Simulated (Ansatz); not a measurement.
# Ti: an axial (c/a) deformation path

This session takes Ti and sets out to look for other minima along an axial (c/a) path.

Program: Ansatz 0.2.0. Level of theory: DFT PBE, scalar-relativistic, plane waves, PAW. These are calculated values, not measurements.

## (1) Starting point

The structure is hexagonal, space group P6_3/mmc (No. 194). Conventional cell: a = 2.950 Å, b = 2.950 Å, c = 4.686 Å, α = 90.00°, β = 90.00°, γ = 120.00°. Ti (site symmetry -6m2) is surrounded by 12 Ti at 2.90 to 2.95 Å.

Structure file:

```
Ti
1.0
     2.95000    0.00000    0.00000
    -1.47500    2.55477    0.00000
     0.00000    0.00000    4.68600
Ti
2
Direct
  0.33333 0.66667 0.25000
  0.66667 0.33333 0.75000
```

No relaxation comes first: the listed cell is the starting point.

## (2) Zero of energy

Reference values: F = -4999.3423 eV; pressure -1.63 GPa; largest force 0.000 eV/Å; gap on the mesh none (metal). It was computed beforehand with the settings of the runs below.

## (3) Next: an axial (c/a) deformation path

At fixed volume and fractional coordinates, lengths along (0.000, 0.000, 1.000) are scaled against those across it; ρ is that ratio over its starting value.

## (4) Point ρ = 0.850

input.yaml

```yaml
crystal:
  lattice:
    - [3.1142159576, 0.0, 0.0]
    - [-1.5571079788, 2.6969901322, 0.0]
    - [0.0, 0.0, 4.2048279924]
  atoms:
    - { symbol: Ti, position: [0.3333333333, 0.6666666667, 0.25] }
    - { symbol: Ti, position: [0.6666666667, 0.3333333333, 0.75] }
basis:
  ecutwfc: 420
kpoints:
  mp_grid: { grid: [24, 24, 12] }
hamiltonian:
  xc: pbe
scf:
  occupations: { method: gaussian, width: 0.15 }
output:
  forces: true
  stress: true
  eigenvalues: true
```

Started as:

```console
ansatz run input.yaml --threads 1 --pin off --max-ram 2560MiB --backend cpu --events-out ev --progress --plain --runs-dir out
```

Output, cut to the lines that bear on the results:

```text
Warning: RAYON_NUM_THREADS=1 ignored (pool sized by the plan → 1); use --threads N
[...]
Pseudopotentials: kind: paw
Pseudopotential: Ti, paw, valence charge 12, recommended cutoff 420 eV (normal), Ti.paw.azcp
Functional definition: PBE
[...]
Crystal: 2 atoms, lattice volume = 35.316 Å³
Basis set: ecut = 420 eV, 687 PW (Γ), exchange–correlation on 48×48×60 points (8 copies of the dense FFT grid, shifted against one another)
Bands: 16, of which v1, the nominal top of the filled ones, is band 12 counted from 1 (11 counted from 0)
Symmetry: 24 space group operations
Space group: P63/mmc (ITA 194), of the structure as read, at distance tolerance 3.3e-5 Å
k-points: 427 of 6912
[...]
SCF iter   1: F=—  HF=-4999.170093 eV  |F-HF|=—  |Δ(HF+E_count)|=         —  Δρ=6.87e-3  dr2=1.22e-2  ethr=1.77e-3  ⟨swp⟩=3.2  Hψ=26113  notcnv=0
[...]
SCF iter   6: F=-4999.166454 eV  HF=-4999.166454 eV  |F-HF|=6.98e-10  |Δ(HF+E_count)|=   3.77e-9  Δρ=1.55e-6  dr2=7.22e-10  ethr=5.41e-11  ⟨swp⟩=2.0  Hψ=20835  notcnv=0
[...]
SCF converged after 6 iterations
Free energy (F): -4999.166454 eV
[...]
E sigma→0 (E₀):  -4999.153156 eV
Entropy (-TS):   -0.026595 eV (-13.297 meV/atom)
Fermi energy:    13.062677 eV
[...]
--- Forces (eV/Å), atoms counted from 1 ---
  atom   1  Ti     0.00000000    -0.00000000     0.00000000
  atom   2  Ti     0.00000000     0.00000000     0.00000000
[...]
--- Stress (GPa, compression-positive) ---
       -5.214808      -0.000000       0.000000
       -0.000000      -5.214808       0.000000
        0.000000       0.000000       8.122469
  P = ⅓ Tr σ = -0.7690 GPa (-7.690 kbar)
--- Band table (eV; the first three rows and the last of 427) ---
  k-point 0: bands = ["-43.7626", "-43.5474", "-20.4306", "-19.8461", "-19.8461", "-19.6440", "-19.6440", "-19.5686", "7.0100", "10.4908", "13.6517", "13.6517", "13.9979", "13.9979", "14.4234", "14.4234"]
[...]
```

It took 7.1 s on 1 thread of Intel Xeon Platinum 8488C (Sapphire Rapids), shared host; peak memory 0.54 GiB.

## (5) Point ρ = 1.200

input.yaml, as its differences from that of step 4:

```diff
@@ -2,5 +2,5 @@
   lattice:
-    - [3.1142159576, 0.0, 0.0]
-    - [-1.5571079788, 2.6969901322, 0.0]
-    - [0.0, 0.0, 4.2048279924]
+    - [2.7760542717, 0.0, 0.0]
+    - [-1.3880271359, 2.4041335216, 0.0]
+    - [0.0, 0.0, 5.2916337976]
   atoms:
```

Started as:

```console
ansatz run input.yaml --threads 1 --pin off --max-ram 2560MiB --backend cpu --events-out ev --progress --plain --runs-dir out
```

Output, cut to the lines that bear on the results:

```text
[...]
SCF converged after 6 iterations
Free energy (F): -4999.100779 eV
[...]
E sigma→0 (E₀):  -4999.086516 eV
Entropy (-TS):   -0.028526 eV (-14.263 meV/atom)
Fermi energy:    13.051299 eV
[...]
--- Forces (eV/Å), atoms counted from 1 ---
  atom   1  Ti     0.00000000     0.00000000     0.00000000
  atom   2  Ti    -0.00000000    -0.00000000    -0.00000000
[...]
--- Stress (GPa, compression-positive) ---
        3.518425       0.000000       0.000000
        0.000000       3.518425       0.000000
        0.000000       0.000000     -11.272498
  P = ⅓ Tr σ = -1.4119 GPa (-14.119 kbar)
--- Band table (eV; the first three rows and the last of 427) ---
  k-point 0: bands = ["-43.6154", "-43.5568", "-20.0652", "-19.6441", "-19.4296", "-19.4296", "-19.3975", "-19.3975", "7.0085", "10.2175", "12.4330", "12.9182", "14.0807", "14.0807", "14.3104", "14.3104"]
[...]
```

It took 6.8 s on 1 thread of Intel Xeon Platinum 8488C (Sapphire Rapids), shared host; peak memory 0.54 GiB.

## (6) ρ = 0.920

input.yaml, as its differences from that of step 5:

```diff
@@ -2,5 +2,5 @@
   lattice:
-    - [2.7760542717, 0.0, 0.0]
-    - [-1.3880271359, 2.4041335216, 0.0]
-    - [0.0, 0.0, 5.2916337976]
+    - [3.0331397821, 0.0, 0.0]
+    - [-1.516569891, 2.6267761045, 0.0]
+    - [0.0, 0.0, 4.4326234106]
   atoms:
```

Started as:

```console
ansatz run input.yaml --threads 1 --pin off --max-ram 2560MiB --backend cpu --events-out ev --progress --plain --runs-dir out
```

Output, cut to the lines that bear on the results:

```text
Warning: RAYON_NUM_THREADS=1 ignored (pool sized by the plan → 1); use --threads N
[...]
[... 3 set-up lines as earlier in the session ...]
[...]
Crystal: 2 atoms, lattice volume = 35.316 Å³
Basis set: ecut = 420 eV, 675 PW (Γ), exchange–correlation on 48×48×60 points (8 copies of the dense FFT grid, shifted against one another)
Bands: 16, of which v1, the nominal top of the filled ones, is band 12 counted from 1 (11 counted from 0)
[... 2 set-up lines as earlier in the session ...]
k-points: 427 of 6912
[...]
SCF iter   1: F=—  HF=-4999.296436 eV  |F-HF|=—  |Δ(HF+E_count)|=         —  Δρ=6.41e-3  dr2=9.09e-3  ethr=1.77e-3  ⟨swp⟩=3.2  Hψ=26063  notcnv=0
[...]
SCF iter   6: F=-4999.293686 eV  HF=-4999.293686 eV  |F-HF|=3.24e-10  |Δ(HF+E_count)|=  6.37e-11  Δρ=2.75e-6  dr2=1.58e-9  ethr=2.90e-10  ⟨swp⟩=2.1  Hψ=24818  notcnv=0
[...]
SCF converged after 6 iterations
Free energy (F): -4999.293686 eV
[...]
E sigma→0 (E₀):  -4999.281399 eV
Entropy (-TS):   -0.024574 eV (-12.287 meV/atom)
Fermi energy:    13.131206 eV
[...]
--- Forces (eV/Å), atoms counted from 1 ---
  atom   1  Ti    -0.00000000    -0.00000000     0.00000000
  atom   2  Ti     0.00000000     0.00000000    -0.00000000
[...]
--- Stress (GPa, compression-positive) ---
       -4.027050      -0.000000       0.000000
       -0.000000      -4.027050      -0.000000
        0.000000      -0.000000       4.087401
  P = ⅓ Tr σ = -1.3222 GPa (-13.222 kbar)
--- Band table (eV; the first three rows and the last of 427) ---
  k-point 0: bands = ["-43.7437", "-43.5734", "-20.3833", "-19.7720", "-19.7720", "-19.6287", "-19.6287", "-19.6052", "6.9866", "10.5082", "13.7825", "13.7825", "14.3414", "14.3414", "14.4104", "14.4104"]
[...]
```

Wall time 7 s (1 thread of Intel Xeon Platinum 8488C (Sapphire Rapids), shared host); peak memory 0.53 GiB.

## (7) At ρ = 1.100

input.yaml, as its differences from that of step 6:

```diff
@@ -2,5 +2,5 @@
   lattice:
-    - [3.0331397821, 0.0, 0.0]
-    - [-1.516569891, 2.6267761045, 0.0]
-    - [0.0, 0.0, 4.4326234106]
+    - [2.8577493804, 0.0, 0.0]
+    - [-1.4288746902, 2.4748835611, 0.0]
+    - [0.0, 0.0, 4.9934120815]
   atoms:
```

Started as:

```console
ansatz run input.yaml --threads 1 --pin off --max-ram 2560MiB --backend cpu --events-out ev --progress --plain --runs-dir out
```

Output, cut to the lines that bear on the results:

```text
Warning: RAYON_NUM_THREADS=1 ignored (pool sized by the plan → 1); use --threads N
[...]
[... 3 set-up lines as earlier in the session ...]
[...]
Crystal: 2 atoms, lattice volume = 35.316 Å³
Basis set: ecut = 420 eV, 713 PW (Γ), exchange–correlation on 40×40×72 points (8 copies of the dense FFT grid, shifted against one another)
Bands: 16, of which v1, the nominal top of the filled ones, is band 12 counted from 1 (11 counted from 0)
[... 2 set-up lines as earlier in the session ...]
k-points: 427 of 6912
[...]
SCF iter   1: F=—  HF=-4999.266595 eV  |F-HF|=—  |Δ(HF+E_count)|=         —  Δρ=3.92e-3  dr2=2.27e-3  ethr=1.77e-3  ⟨swp⟩=3.4  Hψ=26235  notcnv=0
[...]
SCF iter   6: F=-4999.266672 eV  HF=-4999.266672 eV  |F-HF|=9.91e-11  |Δ(HF+E_count)|=   5.71e-9  Δρ=1.23e-6  dr2=4.47e-10  ethr=4.36e-11  ⟨swp⟩=2.0  Hψ=20686  notcnv=0
[...]
SCF converged after 6 iterations
Free energy (F): -4999.266672 eV
[...]
E sigma→0 (E₀):  -4999.253859 eV
Entropy (-TS):   -0.025626 eV (-12.813 meV/atom)
Fermi energy:    13.088815 eV
[...]
--- Forces (eV/Å), atoms counted from 1 ---
  atom   1  Ti     0.00000000    -0.00000000    -0.00000000
  atom   2  Ti    -0.00000000     0.00000000     0.00000000
[...]
--- Stress (GPa, compression-positive) ---
        1.828830       0.000000       0.000000
        0.000000       1.828830      -0.000000
        0.000000      -0.000000      -8.294401
  P = ⅓ Tr σ = -1.5456 GPa (-15.456 kbar)
--- Band table (eV; the first three rows and the last of 427) ---
  k-point 0: bands = ["-43.6830", "-43.5959", "-20.1964", "-19.6584", "-19.5811", "-19.5811", "-19.5255", "-19.5255", "6.9796", "10.3663", "13.0276", "13.4069", "13.9945", "13.9945", "14.3315", "14.3315"]
[...]
```

Wall time 6.5 s (1 thread of Intel Xeon Platinum 8488C (Sapphire Rapids), shared host); peak memory 0.53 GiB.

## (8) At ρ = 0.960

input.yaml, as its differences from that of step 7:

```diff
@@ -2,5 +2,5 @@
   lattice:
-    - [2.8577493804, 0.0, 0.0]
-    - [-1.4288746902, 2.4748835611, 0.0]
-    - [0.0, 0.0, 4.9934120815]
+    - [2.9904138122, 0.0, 0.0]
+    - [-1.4952069061, 2.5897743292, 0.0]
+    - [0.0, 0.0, 4.5601917682]
   atoms:
```

Started as:

```console
ansatz run input.yaml --threads 1 --pin off --max-ram 2560MiB --backend cpu --events-out ev --progress --plain --runs-dir out
```

Output, cut to the lines that bear on the results:

```text
[...]
SCF converged after 6 iterations
Free energy (F): -4999.331785 eV
[...]
E sigma→0 (E₀):  -4999.319994 eV
Entropy (-TS):   -0.023581 eV (-11.791 meV/atom)
Fermi energy:    13.133195 eV
[...]
--- Forces (eV/Å), atoms counted from 1 ---
  atom   1  Ti     0.00000000    -0.00000000     0.00000000
  atom   2  Ti     0.00000000     0.00000000     0.00000000
[...]
--- Stress (GPa, compression-positive) ---
       -2.849887      -0.000000       0.000000
       -0.000000      -2.849887       0.000000
        0.000000       0.000000       1.094250
  P = ⅓ Tr σ = -1.5352 GPa (-15.352 kbar)
--- Band table (eV; the first three rows and the last of 427) ---
  k-point 0: bands = ["-43.7311", "-43.5832", "-20.3445", "-19.7314", "-19.7314", "-19.6194", "-19.6145", "-19.6145", "6.9783", "10.4999", "13.8434", "13.8434", "14.2001", "14.2309", "14.3958", "14.3958"]
[...]
```

Wall time 6.8 s (1 thread of Intel Xeon Platinum 8488C (Sapphire Rapids), shared host); peak memory 0.53 GiB.

## (9) Point ρ = 1.050

input.yaml, as its differences from that of step 8:

```diff
@@ -2,5 +2,5 @@
   lattice:
-    - [2.9904138122, 0.0, 0.0]
-    - [-1.4952069061, 2.5897743292, 0.0]
-    - [0.0, 0.0, 4.5601917682]
+    - [2.902408928, 0.0, 0.0]
+    - [-1.451204464, 2.5135598638, 0.0]
+    - [0.0, 0.0, 4.8409264427]
   atoms:
```

Started as:

```console
ansatz run input.yaml --threads 1 --pin off --max-ram 2560MiB --backend cpu --events-out ev --progress --plain --runs-dir out
```

Output, cut to the lines that bear on the results:

```text
Warning: RAYON_NUM_THREADS=1 ignored (pool sized by the plan → 1); use --threads N
[...]
[... 3 set-up lines as earlier in the session ...]
[...]
Crystal: 2 atoms, lattice volume = 35.316 Å³
Basis set: ecut = 420 eV, 701 PW (Γ), exchange–correlation on 40×40×72 points (8 copies of the dense FFT grid, shifted against one another)
Bands: 16, of which v1, the nominal top of the filled ones, is band 12 counted from 1 (11 counted from 0)
[... 2 set-up lines as earlier in the session ...]
k-points: 427 of 6912
[...]
SCF iter   1: F=—  HF=-4999.320564 eV  |F-HF|=—  |Δ(HF+E_count)|=         —  Δρ=4.11e-3  dr2=2.45e-3  ethr=1.77e-3  ⟨swp⟩=3.3  Hψ=26307  notcnv=0
[...]
the search or the solves at the SCF's close seem to have found levels that the self-consistency loop had missed (the run counts 1). By its estimate they hold under 1e-12 electrons; where the run keeps them, the occupations were computed again with them
[...]
SCF converged after 6 iterations
Free energy (F): -4999.320579 eV
[...]
E sigma→0 (E₀):  -4999.308434 eV
Entropy (-TS):   -0.024290 eV (-12.145 meV/atom)
Fermi energy:    13.103804 eV
[...]
--- Forces (eV/Å), atoms counted from 1 ---
  atom   1  Ti     0.00000000     0.00000000    -0.00000000
  atom   2  Ti     0.00000000    -0.00000000     0.00000000
[...]
--- Stress (GPa, compression-positive) ---
        0.244647       0.000000      -0.000000
       -0.000000       0.244647       0.000000
       -0.000000       0.000000      -5.335579
  P = ⅓ Tr σ = -1.6154 GPa (-16.154 kbar)
--- Band table (eV; the first three rows and the last of 427) ---
  k-point 0: bands = ["-43.7047", "-43.5990", "-20.2517", "-19.6487", "-19.6415", "-19.6415", "-19.5687", "-19.5687", "6.9737", "10.4289", "13.3934", "13.6856", "13.9467", "13.9467", "14.3515", "14.3515"]
[...]
```

Run time: 10 s. Hardware: 1 thread of Intel Xeon Platinum 8488C (Sapphire Rapids), shared host; peak memory 0.53 GiB.

## (10) At ρ = 0.800

input.yaml, as its differences from that of step 9:

```diff
@@ -2,5 +2,5 @@
   lattice:
-    - [2.902408928, 0.0, 0.0]
-    - [-1.451204464, 2.5135598638, 0.0]
-    - [0.0, 0.0, 4.8409264427]
+    - [3.177788863, 0.0, 0.0]
+    - [-1.5888944315, 2.7520458832, 0.0]
+    - [0.0, 0.0, 4.038272383]
   atoms:
```

Started as:

```console
ansatz run input.yaml --threads 1 --pin off --max-ram 2560MiB --backend cpu --events-out ev --progress --plain --runs-dir out
```

Output, cut to the lines that bear on the results:

```text
[...]
SCF converged after 6 iterations
Free energy (F): -4999.034145 eV
[...]
E sigma→0 (E₀):  -4999.020459 eV
Entropy (-TS):   -0.027373 eV (-13.686 meV/atom)
Fermi energy:    12.967446 eV
[...]
--- Forces (eV/Å), atoms counted from 1 ---
  atom   1  Ti    -0.00000000    -0.00000000    -0.00000000
  atom   2  Ti    -0.00000000     0.00000000     0.00000000
[...]
--- Stress (GPa, compression-positive) ---
       -5.642754       0.000000       0.000000
       -0.000000      -5.642754      -0.000000
        0.000000      -0.000000      10.572122
  P = ⅓ Tr σ = -0.2378 GPa (-2.378 kbar)
--- Band table (eV; the first three rows and the last of 427) ---
  k-point 0: bands = ["-43.7789", "-43.5281", "-20.4516", "-19.9064", "-19.9064", "-19.6512", "-19.6512", "-19.5430", "7.0324", "10.4556", "13.5387", "13.5387", "13.7670", "13.7670", "14.4184", "14.4184"]
[...]
```

Wall time 7.5 s (1 thread of Intel Xeon Platinum 8488C (Sapphire Rapids), shared host); peak memory 0.53 GiB.

## (11) ρ = 1.300

input.yaml, as its differences from that of step 10:

```diff
@@ -2,5 +2,5 @@
   lattice:
-    - [3.177788863, 0.0, 0.0]
-    - [-1.5888944315, 2.7520458832, 0.0]
-    - [0.0, 0.0, 4.038272383]
+    - [2.7029660044, 0.0, 0.0]
+    - [-1.3514830022, 2.3408372254, 0.0]
+    - [0.0, 0.0, 5.5816746605]
   atoms:
```

Started as:

```console
ansatz run input.yaml --threads 1 --pin off --max-ram 2560MiB --backend cpu --events-out ev --progress --plain --runs-dir out
```

Output, cut to the lines that bear on the results:

```text
[...]
SCF converged after 6 iterations
Free energy (F): -4998.903558 eV
[...]
E sigma→0 (E₀):  -4998.893304 eV
Entropy (-TS):   -0.020509 eV (-10.255 meV/atom)
Fermi energy:    12.977068 eV
[...]
--- Forces (eV/Å), atoms counted from 1 ---
  atom   1  Ti    -0.00000000    -0.00000000     0.00000000
  atom   2  Ti    -0.00000000     0.00000000     0.00000000
[...]
--- Stress (GPa, compression-positive) ---
        5.665265       0.000000       0.000000
        0.000000       5.665265       0.000000
        0.000000       0.000000     -13.873799
  P = ⅓ Tr σ = -0.8478 GPa (-8.478 kbar)
--- Band table (eV; the first three rows and the last of 427) ---
  k-point 0: bands = ["-43.5841", "-43.5452", "-19.9792", "-19.6566", "-19.2952", "-19.2952", "-19.2768", "-19.2768", "7.0548", "10.0403", "11.9790", "12.4803", "14.1231", "14.1231", "14.2760", "14.2760"]
[...]
```

Wall time 7.3 s (1 thread of Intel Xeon Platinum 8488C (Sapphire Rapids), shared host); peak memory 0.53 GiB.

## (12) The scan collected

All points in order; energies are free energies above the reference cell:

```tsv
ρ	ΔE (meV/atom)	pressure (GPa)	space group
0.800	154.1	-0.2	P6_3/mmc
0.850	87.9	-0.8	P6_3/mmc
0.920	24.3	-1.3	P6_3/mmc
0.960	5.3	-1.5	P6_3/mmc
1.000	0.0	-1.6	P6_3/mmc
1.050	10.9	-1.6	P6_3/mmc
1.100	37.8	-1.5	P6_3/mmc
1.200	120.8	-1.4	P6_3/mmc
1.300	219.4	-0.8	P6_3/mmc
```

## (13) What came out

| quantity | value |
| --- | --- |
| highest point | 219.4 meV/atom at ρ = 1.300 |

What this shows: The undisturbed cell stays the lowest of the sampled points. No sampled point inside the path is a dip, apart from those named.
